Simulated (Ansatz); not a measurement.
**GeH6OSSi: a ladder of functionals and wavefunction methods**

An exercise on one series of results from a longer session: the logs are not shown, and one member is left open.

Program: Ansatz 0.2.0, Gaussian basis. Level of theory: functionals in def2-TZVPP, the program's frozen cores in correlated methods. These are calculated values, not measurements.

Levels to be run: PBE-D4, r2SCAN-D4, PBE0-D4, B3LYP-D4, ωB97X-V, ωB97M-V, B2PLYP; CCSD(T)/def2-TZVPP; MP2/def2-QZVPP; extrapolation to the limit.

## The relaxed structure

An earlier PBE0-D4 in a triple-zeta def2 set relaxation fixed the geometry.

SMILES `O[SiH2][GeH2][SH]`, 10 atoms, charge 0, spin multiplicity 1.

Atoms are counted from 1 here; the program's logs count them from 0.

Bond lengths: O1–Si2 1.648 Å, O1–H5 0.958 Å, Si2–Ge3 2.380 Å, Si2–H6 1.492 Å, Si2–H7 1.492 Å, Ge3–S4 2.233 Å, Ge3–H8 1.536 Å, Ge3–H9 1.542 Å, S4–H10 1.343 Å. Angles: Si2–O1–H5 118.2°, O1–Si2–Ge3 106.6°, O1–Si2–H6 111.7°, O1–Si2–H7 111.6°, Ge3–Si2–H6 110.7°, Ge3–Si2–H7 108.9°, H6–Si2–H7 107.3°, Si2–Ge3–S4 109.9°, Si2–Ge3–H8 113.0°, Si2–Ge3–H9 111.2°, S4–Ge3–H8 104.0°, S4–Ge3–H9 109.6°, H8–Ge3–H9 108.9°, Ge3–S4–H10 94.5°.

The first run:

The input, in.yaml:

```yaml
crystal:
  periodic: [false, false, false]
  atoms:
    - {symbol: O, position_ang: [-1.698025, 0.300789, -1.213425]}
    - {symbol: Si, position_ang: [-0.697174, 0.930415, -0.065416]}
    - {symbol: Ge, position_ang: [0.496259, -0.901812, 0.874150]}
    - {symbol: S, position_ang: [1.928598, -1.725131, -0.628710]}
    - {symbol: H, position_ang: [-2.152681, 0.907514, -1.799330]}
    - {symbol: H, position_ang: [-1.458262, 1.661306, 0.989134]}
    - {symbol: H, position_ang: [0.279042, 1.892073, -0.655660]}
    - {symbol: H, position_ang: [-0.408370, -2.094469, 1.218618]}
    - {symbol: H, position_ang: [1.264360, -0.475668, 2.142096]}
    - {symbol: H, position_ang: [2.529253, -0.546118, -0.858557]}
basis:
  gaussian: {orbitals: def2-TZVPP}
hamiltonian: {xc: pbe, dispersion: d4}
output: {forces: true, orbitals: {seedname: orbitals}}
```

The run is started by

```bash
> ansatz run in.yaml --threads 4 --pin off --events-out ev --progress --plain --max-ram 10444MiB
```

Steps of the session up to this table: PBE-D4 (GGA); r2SCAN-D4 (meta-GGA); PBE0-D4 (hybrid); B3LYP-D4 (hybrid); ωB97X-V (range-separated); ωB97M-V (range-separated); B2PLYP (double hybrid); CCSD(T) in def2-TZVPP; MP2 in def2-QZVPP.

One table of the session follows, with a row left open; its other results are not shown here.

```
            method  atomisation energy (kJ/mol)
            PBE-D4                            ?
         r2SCAN-D4                       3046.0
           PBE0-D4                       3000.1
          B3LYP-D4                       3020.2
           ωB97X-V                       3065.6
           ωB97M-V                       3039.4
            B2PLYP                       2987.6
     HF/def2-TZVPP                       2180.1
    MP2/def2-TZVPP                       2984.5
   CCSD/def2-TZVPP                       2933.5
CCSD(T)/def2-TZVPP                       2974.6
           MP2/CBS                       3068.6
       CCSD(T)/CBS                       3058.7
```

Estimate the missing values for PBE-D4.

The run gave: atomisation energy (kJ/mol): 3034.1. In the column «atomisation energy (kJ/mol)» it lies between B3LYP-D4 (3020.2) and ωB97M-V (3039.4).

Limits of these values: Free atoms (1 O, 1 Si, 1 Ge, 1 S, 6 H) were run apart at each level; the atomisation energy is their sum less the molecule, without zero-point or spin-orbit terms.
